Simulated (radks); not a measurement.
# Sc with its nuclear charge varied continuously

The task here is to estimate one member of a computed series from the others.

Program: radks (a radial shooting solver on a logarithmic mesh, Libxc functionals) version 1. Level of theory: scalar-relativistic Kohn-Sham, PBE, spin-polarised, spherical densities, point nucleus; open shells are filled with parallel spins first. These are calculated values, not measurements, unless marked.

## What is computed

```
element       : scandium (Z = 21)
charge        : 0
electrons     : 21
configuration : [Ar] 3d1 4s2
```

The outer shells:

Sc
```
[Ar] core
3d [↑ ][  ][  ][  ][  ]
4s [↑↓]
```

The first run:

Settings of this run:

```text
Z 21
configuration [Ar] 3d1 4s2
relativity scalar-relativistic
functional pbe,pbe
spin polarised
nucleus point
c 137.035999084
```

Among the steps run: Z = 21.

One of the session's tables, all rows but one given; the rest of the session is left out.

It belongs to the step «Z = 21». Sizes of the orbitals, from the radial functions (bohr):

```
  level    <r>  outermost maximum (interpolated)  90 % within  nodes
  3s up  1.075                             0.927         1.61      2
3s down  1.075                             0.927         1.61      2
  3p up      ?                                 ?            ?      ?
3p down  1.169                             0.968         1.80      1
  4s up  3.686                              3.09         5.54      3
4s down  3.769                              3.16         5.67      3
  3d up  1.839                              1.10         3.32      0
3d down  1.921                              1.10         3.52      0
```

**Question.** Estimate the row for 3p up.

The run gave: <r>: 1.169; outermost maximum (interpolated): 0.969; 90 % within: 1.80; nodes: 1.

To keep in mind: At Z = 21 the central difference of E is -86.477 hartree, against -86.432 from the Hellmann-Feynman theorem; the scalar-relativistic energy here is not variational, so the two differ by a part that grows with Z.
